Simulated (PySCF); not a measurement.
**CH₆NOPSi: electronic excitations at several levels of theory**

How much do the electronic excitations of CH₆NOPSi (`C=N[Si@@H](O)P`) depend on the level of theory, and what does each level cost?

The runs use PySCF 2.14.0, with density-fitted response routines of our own; the level of theory stands in each step. All values are computed, except where a source is named. Atoms count from 0, in the outputs and in this text.

## Step 1: The starting structure

11 atoms, charge 0, multiplicity 1; geometry from: GFN2-xTB. The atoms were then displaced at random by about 0.01 Å, so the start is not that level's minimum.

Bonds of the start (Å): C0–N1 1.25, N1–Si2 1.73, Si2–O3 1.63, Si2–P4 2.26, C0–H5 1.08, C0–H6 1.09, Si2–H7 1.45, O3–H8 0.99, P4–H9 1.40, P4–H10 1.38.

## Step 2: Optimising the geometry at PBE0-D3(BJ)/def2-SVP

Job settings and geometry (Å):

```
{"job": {"xc": "PBE0", "basis": "def2-SVP", "d3": "d3bj", "grid": 1, "shake": 0.01, "kind": "geom"}, "charge": 0, "multiplicity": 1}
C     -1.486050    -1.175300     0.649160
N     -0.817050    -0.115990     0.642480
Si     0.127820     0.685910    -0.557860
O      0.272150     2.249790    -0.119450
P      2.269490    -0.020750    -0.418110
H     -1.940370    -1.491180     1.579310
H     -1.722100    -1.756340    -0.237320
H     -0.326140     0.572160    -1.930070
H     -0.521190     2.710140     0.256510
H      2.196980    -0.375550     0.937180
H      1.984570    -1.308710    -0.817500
```

Started as:

```console
OMP_NUM_THREADS=1 python probes_run.py task.json out
```

This one command runs all jobs of the session in turn.

The program printed:

```text
step   0  E = -801.79797454  max force = 0.034965
step   1  E = -801.80347066  max force = 0.005483
step   2  E = -801.80473515  max force = 0.005019
step   3  E = -801.80502703  max force = 0.004851
step   4  E = -801.80546295  max force = 0.003494
step   5  E = -801.80557179  max force = 0.002393
step   6  E = -801.80569692  max force = 0.002008
step   7  E = -801.80583049  max force = 0.002184
step   8  E = -801.80588882  max force = 0.001601
step   9  E = -801.80595583  max force = 0.000981
step  10  E = -801.80597742  max force = 0.001079
step  11  E = -801.80600912  max force = 0.000602
step  12  E = -801.80603854  max force = 0.001125
step  13  E = -801.80612581  max force = 0.002318
step  14  E = -801.80317126  max force = 0.018514
step  15  E = -801.80625380  max force = 0.008866
step  16  E = -801.80637089  max force = 0.004773
step  17  E = -801.80652609  max force = 0.005144
step  18  E = -801.80661203  max force = 0.005830
step  19  E = -801.80678286  max force = 0.003414
step  20  E = -801.80686090  max force = 0.001935
step  21  E = -801.80691572  max force = 0.000297
step  22  E = -801.80692019  max force = 0.000155
optimisation converged
```

Wall time 100 s (1 thread of Arm Neoverse V2, shared host); peak memory 0.45 GiB.

Relaxation path: (the energy doesn't fall at every step)

| step | energy from step 0 (eV) | largest force component (eV/Å) |
| --- | --- | --- |
| 0 | 0.0000 | 1.7980 |
| 1 | -0.1496 | 0.2819 |
| 2 | -0.1840 | 0.2581 |
| 3 | -0.1919 | 0.2494 |
| 4 | -0.2038 | 0.1797 |
| 5 | -0.2067 | 0.1231 |
| 6 | -0.2101 | 0.1033 |
| 7 | -0.2138 | 0.1123 |
| 8 | -0.2154 | 0.0823 |
| 9 | -0.2172 | 0.0504 |
| 10 | -0.2178 | 0.0555 |
| 11 | -0.2186 | 0.0310 |
| 12 | -0.2194 | 0.0578 |
| 13 | -0.2218 | 0.1192 |
| 14 | -0.1414 | 0.9520 |
| 15 | -0.2253 | 0.4559 |
| 16 | -0.2285 | 0.2454 |
| 17 | -0.2327 | 0.2645 |
| 18 | -0.2350 | 0.2998 |
| 19 | -0.2397 | 0.1756 |
| 20 | -0.2418 | 0.0995 |
| 21 | -0.2433 | 0.0153 |
| 22 | -0.2434 | 0.0080 |

Distances of close pairs at the start and the end, largest changes first:

| bond | before (Å) | after (Å) | change (Å) |
| --- | --- | --- | --- |
| P4–H10 | 1.378 | 1.431 | +0.053 |
| Si2–H7 | 1.450 | 1.494 | +0.044 |
| O3–H8 | 0.991 | 0.962 | -0.029 |
| Si2–O3 | 1.631 | 1.658 | +0.028 |
| N1–Si2 | 1.725 | 1.752 | +0.027 |
| P4–H9 | 1.403 | 1.430 | +0.027 |
| C0–H6 | 1.086 | 1.112 | +0.026 |
| C0–H5 | 1.082 | 1.107 | +0.024 |

The final coordinates are the input of the step that follows.

| at the end point | value |
| --- | --- |
| point group (found at 0.08 Å tolerance) | C1 |
| rotational constants (GHz, main isotopes) | 3.934, 2.187, 1.544 |
| dipole moment (D) | 2.19 |

## Step 3: TDDFT and polarisability: PBE0/def2-TZVP

Job settings and geometry (Å):

```
{"job": {"kind": "uv", "xc": "PBE0", "basis": "def2-TZVP"}, "charge": 0, "multiplicity": 1}
C     -1.430692    -1.259767     0.631873
N     -0.684237    -0.249481     0.753604
Si     0.055877     0.653815    -0.553033
O     -0.286347     2.259302    -0.316857
P      2.278845     0.241756    -0.527194
H     -1.843173    -1.767158     1.524558
H     -1.727483    -1.711084    -0.340103
H     -0.481459     0.307570    -1.902939
H     -0.207752     2.574738     0.588955
H      2.302755     0.076979     0.892941
H      2.062060    -1.151953    -0.767536
```

Level: TDDFT PBE0/def2-TZVP, vertical, gas phase, core orbitals frozen in the response.

The program printed:

```text
coarse grid: 10208 points
cycle   1  E = -802.1179384888  dE =  3.709e-01  |g| = 7.792e-01  |ddm| = 2.467e+00
cycle   2  E = -801.8976784365  dE =  2.203e-01  |g| = 1.311e+00  |ddm| = 1.356e+00
cycle   3  E = -802.2298297232  dE = -3.322e-01  |g| = 9.624e-02  |ddm| = 9.638e-01
cycle   4  E = -802.2313157789  dE = -1.486e-03  |g| = 6.043e-02  |ddm| = 9.667e-02
cycle   5  E = -802.2320531213  dE = -7.373e-04  |g| = 2.076e-02  |ddm| = 4.159e-02
cycle   6  E = -802.2321405466  dE = -8.743e-05  |g| = 4.662e-03  |ddm| = 1.608e-02
cycle   7  E = -802.2321447033  dE = -4.157e-06  |g| = 1.025e-03  |ddm| = 3.903e-03
final grid: 89496 points
cycle   8  E = -802.2266513950  dE = -2.822e-05  |g| = 7.641e-03  |ddm| = 2.674e-02
cycle   9  E = -802.2266396827  dE =  1.171e-05  |g| = 1.057e-02  |ddm| = 1.291e-02
cycle  10  E = -802.2266626587  dE = -2.298e-05  |g| = 1.674e-03  |ddm| = 7.783e-03
cycle  11  E = -802.2266632056  dE = -5.470e-07  |g| = 3.972e-04  |ddm| = 1.094e-03
cycle  12  E = -802.2266632387  dE = -3.308e-08  |g| = 1.444e-04  |ddm| = 2.741e-04
cycle  13  E = -802.2266632426  dE = -3.919e-09  |g| = 4.183e-05  |ddm| = 1.223e-04
cycle  14  E = -802.2266632430  dE = -3.606e-10  |g| = 5.682e-06  |ddm| = 2.872e-05
converged SCF energy = -802.2266632430

Static polarisability (au): isotropic 75.346, principal 64.767 68.074 93.198

Singlet excitations
state   eV       nm        f      main configurations
  1   4.0856    303.5   0.00096   H->L 0.84, H-1->L 0.14
  2   5.4067    229.3   0.10671   H-1->L 0.83, H->L 0.13
  3   6.2243    199.2   0.00786   H-1->L+1 0.50, H->L+1 0.47
  4   6.4345    192.7   0.00823   H-2->L 0.97
  5   6.4862    191.2   0.00407   H->L+1 0.48, H-1->L+1 0.46
  6   6.7929    182.5   0.03879   H->L+2 0.88
  7   6.9481    178.4   0.03937   H-1->L+2 0.85
  8   7.0935    174.8   0.01428   H->L+3 0.75, H-1->L+3 0.11
  9   7.2332    171.4   0.02962   H-1->L+3 0.77, H->L+3 0.10
 10   7.4485    166.5   0.09843   H->L+4 0.88

Triplet excitations (Tamm-Dancoff, eV): 3.4579 4.5033 5.4115 5.5169
```

Wall time 28 s (1 thread of Arm Neoverse V2, shared host); peak memory 0.82 GiB.

The orbitals next to the gap, with their largest atomic shares:

| orbital | eV | atoms |
| --- | --- | --- |
| HOMO−3 | -9.68 | O3 36 %, N1 23 %, C0 20 % |
| HOMO−2 | -8.69 | P4 41 %, O3 26 %, Si2 15 % |
| HOMO−1 | -7.50 | P4 54 %, N1 14 %, Si2 14 % |
| HOMO | -7.29 | N1 45 %, P4 17 %, C0 14 % |
| LUMO | -1.17 | C0 52 %, N1 26 %, Si2 11 % |
| LUMO+1 | 0.28 | P4 42 %, Si2 23 %, H10 12 % |
| LUMO+2 | 0.66 | Si2 33 %, P4 22 %, H9 13 % |

With each of the 10 states as a Gaussian band of 0.4 eV half-width at 1/e, the curve within the window shown has maxima at 229 nm (ε 4,300), 171 nm (ε 6,100) L/(mol cm). Beyond the last state computed it falls off for lack of states. The curve at chosen wavelengths:

| nm | ε (L/mol/cm) |
| --- | --- |
| 160 | 2573 |
| 168 | 5948 |
| 176 | 5587 |
| 183 | 4058 |
| 191 | 2130 |
| 199 | 1035 |
| 207 | 908 |
| 215 | 2040 |
| 222 | 3575 |
| 230 | 4318 |
| 238 | 3386 |
| 246 | 1863 |
| 254 | 769 |
| 261 | 295 |
| 269 | 88 |
| 277 | 34 |
| 285 | 29 |
| 293 | 35 |
| 300 | 39 |
| 308 | 38 |
| 316 | 33 |
| 324 | 26 |
| 332 | 18 |
| 339 | 12 |
| 347 | 8 |
| 355 | 4 |

Further results of this job:

| property | computed |
| --- | --- |
| dipole moment (D) | 2.09 |
| polarisability (Å³) | 11.17 |
| HOMO–LUMO gap (eV) | 6.12 |
| −ε(HOMO) (eV) | 7.29 |

## Step 4: Ultraviolet spectrum: PBE0/aug-cc-pVDZ

Same as in step 3 but for these lines:

```diff
@@ -1,2 +1,2 @@
-{"job": {"kind": "uv", "xc": "PBE0", "basis": "def2-TZVP"}, "charge": 0, "multiplicity": 1}
+{"job": {"kind": "uv", "xc": "PBE0", "basis": "aug-cc-pVDZ"}, "charge": 0, "multiplicity": 1}
 C     -1.430692    -1.259767     0.631873
```

Method: TDDFT PBE0/aug-cc-pVDZ, vertical, gas phase, core orbitals frozen in the response.

The program printed:

```text
coarse grid: 10208 points
cycle   1  E = -802.0288680630  dE =  4.203e-01  |g| = 7.278e-01  |ddm| = 6.908e+00
cycle   2  E = -801.8138983537  dE =  2.150e-01  |g| = 1.250e+00  |ddm| = 2.514e+00
cycle   3  E = -802.1347549574  dE = -3.209e-01  |g| = 8.518e-02  |ddm| = 1.556e+00
cycle   4  E = -802.1361424058  dE = -1.387e-03  |g| = 5.072e-02  |ddm| = 2.437e-01
cycle   5  E = -802.1367073311  dE = -5.649e-04  |g| = 1.946e-02  |ddm| = 9.495e-02
cycle   6  E = -802.1367898760  dE = -8.254e-05  |g| = 3.462e-03  |ddm| = 3.017e-02
cycle   7  E = -802.1367925921  dE = -2.716e-06  |g| = 8.027e-04  |ddm| = 6.677e-03
final grid: 89496 points
cycle   8  E = -802.1507054431  dE = -1.432e-05  |g| = 6.608e-03  |ddm| = 9.696e-02
cycle   9  E = -802.1506932700  dE =  1.217e-05  |g| = 9.935e-03  |ddm| = 2.737e-02
cycle  10  E = -802.1507159655  dE = -2.270e-05  |g| = 1.461e-03  |ddm| = 1.511e-02
cycle  11  E = -802.1507164707  dE = -5.052e-07  |g| = 2.201e-04  |ddm| = 2.334e-03
cycle  12  E = -802.1507164791  dE = -8.318e-09  |g| = 1.182e-04  |ddm| = 4.655e-04
cycle  13  E = -802.1507164821  dE = -3.007e-09  |g| = 2.277e-05  |ddm| = 1.972e-04
cycle  14  E = -802.1507164822  dE = -1.212e-10  |g| = 4.307e-06  |ddm| = 5.104e-05
converged SCF energy = -802.1507164822

Static polarisability (au): isotropic 81.562, principal 70.328 74.542 99.818

Singlet excitations
state   eV       nm        f      main configurations
  1   4.0841    303.6   0.00100   H->L 0.84, H-1->L 0.13
  2   5.3667    231.0   0.09951   H-1->L 0.84, H->L 0.13
  3   6.0838    203.8   0.01202   H->L+1 0.83
  4   6.2216    199.3   0.00986   H-1->L+1 0.43, H->L+2 0.27, H-1->L+3 0.11
  5   6.2843    197.3   0.04289   H->L+2 0.62, H-1->L+1 0.22
  6   6.3466    195.4   0.02539   H->L+3 0.53, H-1->L+3 0.24, H-1->L+1 0.13
  7   6.3847    194.2   0.00786   H-2->L 0.97
  8   6.5670    188.8   0.03263   H-1->L+3 0.36, H->L+3 0.27, H-1->L+2 0.19
  9   6.5926    188.1   0.02065   H-1->L+2 0.63, H-1->L+3 0.14
 10   6.7580    183.5   0.04336   H->L+4 0.86

Triplet excitations (Tamm-Dancoff, eV): 3.4576 4.5017 5.4289 5.6044
```

It took 24 s on 1 thread of Arm Neoverse V2, shared host; peak memory 0.79 GiB.

Key values: HOMO -7.30 eV, LUMO -1.24 eV; lowest singlet 4.08 eV.

## Step 5: TDDFT and polarisability: PBE0/def2-TZVPD

Same as in step 4 but for these lines:

```diff
@@ -1,2 +1,2 @@
-{"job": {"kind": "uv", "xc": "PBE0", "basis": "aug-cc-pVDZ"}, "charge": 0, "multiplicity": 1}
+{"job": {"kind": "uv", "xc": "PBE0", "basis": "def2-TZVPD"}, "charge": 0, "multiplicity": 1}
 C     -1.430692    -1.259767     0.631873
```

With the program's defaults for keys left out, this is: TDDFT PBE0/def2-TZVPD, vertical, gas phase, core orbitals frozen in the response.

The program printed:

```text
coarse grid: 10208 points
cycle   1  E = -802.1204150290  dE =  3.697e-01  |g| = 7.778e-01  |ddm| = 2.651e+00
cycle   2  E = -801.8901131990  dE =  2.303e-01  |g| = 1.327e+00  |ddm| = 1.514e+00
cycle   3  E = -802.2321175079  dE = -3.420e-01  |g| = 9.570e-02  |ddm| = 9.278e-01
cycle   4  E = -802.2336094305  dE = -1.492e-03  |g| = 5.915e-02  |ddm| = 1.109e-01
cycle   5  E = -802.2343214817  dE = -7.121e-04  |g| = 2.092e-02  |ddm| = 4.605e-02
cycle   6  E = -802.2344095198  dE = -8.804e-05  |g| = 4.931e-03  |ddm| = 1.949e-02
cycle   7  E = -802.2344141653  dE = -4.646e-06  |g| = 1.034e-03  |ddm| = 4.540e-03
final grid: 89496 points
cycle   8  E = -802.2289293796  dE = -3.021e-05  |g| = 7.735e-03  |ddm| = 7.362e-02
cycle   9  E = -802.2289167157  dE =  1.266e-05  |g| = 1.085e-02  |ddm| = 1.475e-02
cycle  10  E = -802.2289409387  dE = -2.422e-05  |g| = 1.717e-03  |ddm| = 8.906e-03
cycle  11  E = -802.2289415171  dE = -5.783e-07  |g| = 4.029e-04  |ddm| = 1.271e-03
cycle  12  E = -802.2289415510  dE = -3.393e-08  |g| = 1.507e-04  |ddm| = 3.108e-04
cycle  13  E = -802.2289415553  dE = -4.264e-09  |g| = 4.399e-05  |ddm| = 1.400e-04
cycle  14  E = -802.2289415557  dE = -4.054e-10  |g| = 5.888e-06  |ddm| = 4.056e-05
converged SCF energy = -802.2289415557

Static polarisability (au): isotropic 80.932, principal 69.742 74.077 98.977

Singlet excitations
state   eV       nm        f      main configurations
  1   4.0682    304.8   0.00097   H->L 0.84, H-1->L 0.14
  2   5.3604    231.3   0.10100   H-1->L 0.83, H->L 0.14
  3   6.0783    204.0   0.00980   H->L+1 0.51, H-1->L+1 0.28, H-1->L+2 0.09
  4   6.2663    197.9   0.00689   H-1->L+1 0.46, H->L+1 0.41, H-1->L+2 0.09
  5   6.3987    193.8   0.00946   H-2->L 0.97
  6   6.4626    191.8   0.02336   H->L+3 0.79
  7   6.4767    191.4   0.01673   H->L+2 0.49, H-1->L+2 0.21, H->L+3 0.12
  8   6.6962    185.2   0.07218   H-1->L+2 0.54, H->L+2 0.31
  9   6.7340    184.1   0.00683   H-1->L+3 0.80
 10   7.0151    176.7   0.09442   H->L+4 0.92

Triplet excitations (Tamm-Dancoff, eV): 3.4462 4.4836 5.3693 5.4659
```

Run time: 39 s. Hardware: 1 thread of Arm Neoverse V2, shared host; peak memory 0.97 GiB.

Key values: HOMO -7.33 eV, LUMO -1.25 eV; lowest singlet 4.07 eV.

## Step 6: Ultraviolet spectrum: PBE0/6-31+G*

Same as in step 5 but for these lines:

```diff
@@ -1,2 +1,2 @@
-{"job": {"kind": "uv", "xc": "PBE0", "basis": "def2-TZVPD"}, "charge": 0, "multiplicity": 1}
+{"job": {"kind": "uv", "xc": "PBE0", "basis": "6-31+G*"}, "charge": 0, "multiplicity": 1}
 C     -1.430692    -1.259767     0.631873
```

Level: TDDFT PBE0/6-31+G*, vertical, gas phase, core orbitals frozen in the response.

The program printed:

```text
coarse grid: 10208 points
cycle   1  E = -802.0411476917  dE =  4.017e-01  |g| = 7.139e-01  |ddm| = 3.329e+00
cycle   2  E = -801.8421380346  dE =  1.990e-01  |g| = 1.212e+00  |ddm| = 2.263e+00
cycle   3  E = -802.1454525491  dE = -3.033e-01  |g| = 8.450e-02  |ddm| = 1.610e+00
cycle   4  E = -802.1468635399  dE = -1.411e-03  |g| = 4.899e-02  |ddm| = 1.903e-01
cycle   5  E = -802.1473861659  dE = -5.226e-04  |g| = 1.890e-02  |ddm| = 6.806e-02
cycle   6  E = -802.1474651808  dE = -7.901e-05  |g| = 3.317e-03  |ddm| = 2.113e-02
cycle   7  E = -802.1474677141  dE = -2.533e-06  |g| = 7.074e-04  |ddm| = 5.296e-03
final grid: 89496 points
cycle   8  E = -802.0879235565  dE = -1.102e-05  |g| = 6.823e-03  |ddm| = 3.748e-02
cycle   9  E = -802.0879114205  dE =  1.214e-05  |g| = 1.008e-02  |ddm| = 1.969e-02
cycle  10  E = -802.0879352329  dE = -2.381e-05  |g| = 1.479e-03  |ddm| = 1.187e-02
cycle  11  E = -802.0879357651  dE = -5.323e-07  |g| = 1.999e-04  |ddm| = 1.504e-03
cycle  12  E = -802.0879357717  dE = -6.566e-09  |g| = 1.074e-04  |ddm| = 3.127e-04
cycle  13  E = -802.0879357742  dE = -2.497e-09  |g| = 2.191e-05  |ddm| = 1.534e-04
cycle  14  E = -802.0879357743  dE = -1.078e-10  |g| = 4.416e-06  |ddm| = 3.718e-05
converged SCF energy = -802.0879357743

Static polarisability (au): isotropic 74.322, principal 64.233 66.264 92.470

Singlet excitations
state   eV       nm        f      main configurations
  1   4.1325    300.0   0.00107   H->L 0.78, H-1->L 0.20
  2   5.3937    229.9   0.10689   H-1->L 0.78, H->L 0.19
  3   6.2385    198.7   0.01609   H->L+1 0.84
  4   6.4032    193.6   0.03679   H-1->L+1 0.67, H-2->L 0.12, H->L+1 0.09
  5   6.4380    192.6   0.00139   H-2->L 0.85, H-1->L+1 0.12
  6   6.4790    191.4   0.02198   H->L+2 0.85
  7   6.5478    189.4   0.03065   H->L+3 0.59, H-1->L+3 0.24
  8   6.7342    184.1   0.00646   H-1->L+2 0.82
  9   6.7941    182.5   0.04818   H-1->L+3 0.56, H->L+3 0.31
 10   6.9651    178.0   0.13454   H->L+4 0.87

Triplet excitations (Tamm-Dancoff, eV): 3.5098 4.5162 5.4386 5.6751
```

Run time: 12 s. Hardware: 1 thread of Arm Neoverse V2, shared host; peak memory 0.58 GiB.

In short: HOMO -7.36 eV, LUMO -1.25 eV; lowest singlet 4.13 eV.

## Step 7: Side by side: electronic excitations

Excitations and ground-state properties, with basis size and wall time:

| run | lowest singlet (eV) | brightest (eV) | f | gap (eV) | α (Å³) | μ (D) | functions | time |
| --- | --- | --- | --- | --- | --- | --- | --- | --- |
| PBE0/def2-TZVP | 4.09 | 5.41 | 0.107 | 6.12 | 11.17 | 2.09 | 203 | 28 s |
| PBE0/aug-cc-pVDZ | 4.08 | 5.37 | 0.100 | 6.06 | 12.09 | 2.11 | 177 | 24 s |
| PBE0/def2-TZVPD | 4.07 | 5.36 | 0.101 | 6.08 | 11.99 | 2.07 | 254 | 39 s |
| PBE0/6-31+G* | 4.13 | 6.97 | 0.135 | 6.11 | 11.01 | 2.40 | 110 | 12 s |

## Step 8: Results

| quantity | value |
| --- | --- |
| point group | C1 |
| rotational constants (main isotopes) | 3.93, 2.19, 1.54 GHz |
| lowest singlet (PBE0/def2-TZVP) | 4.09 eV (303 nm), f = 0.001 |
| brightest single state of those computed | state 2, 5.41 eV, f = 0.107 |
| lowest triplet | 3.46 eV |
| range of the lowest singlet | 4.07 to 4.13 eV |

In words: Single values in the summary come from the first run of each kind that ended normally (PBE0/def2-TZVP), which need not be the best level. Relaxing lowered the energy by 0.243 eV in 22 steps; the close pair that moved most is P4–H10, from 1.378 to 1.431 Å. The first singlet state (HOMO→LUMO 0.84, HOMO−1→LUMO 0.14) lies at 4.09 eV and is dark; of the 10 states computed, the strongest absorption comes from state 2 at 5.41 eV (the last state computed is bright too, and its partners may lie past the list). The lowest triplet lies 0.63 eV below the lowest singlet (triplets in Tamm-Dancoff, singlets in full TDDFT). The lowest singlet runs from 4.07 eV (PBE0/def2-TZVPD) to 4.13 eV (PBE0/6-31+G*), while the orbital gap spans 6.06 to 6.12 eV. The lowest state need not be the same one in every run. The runs solved for a few states only, so the brightest column depends on that window.
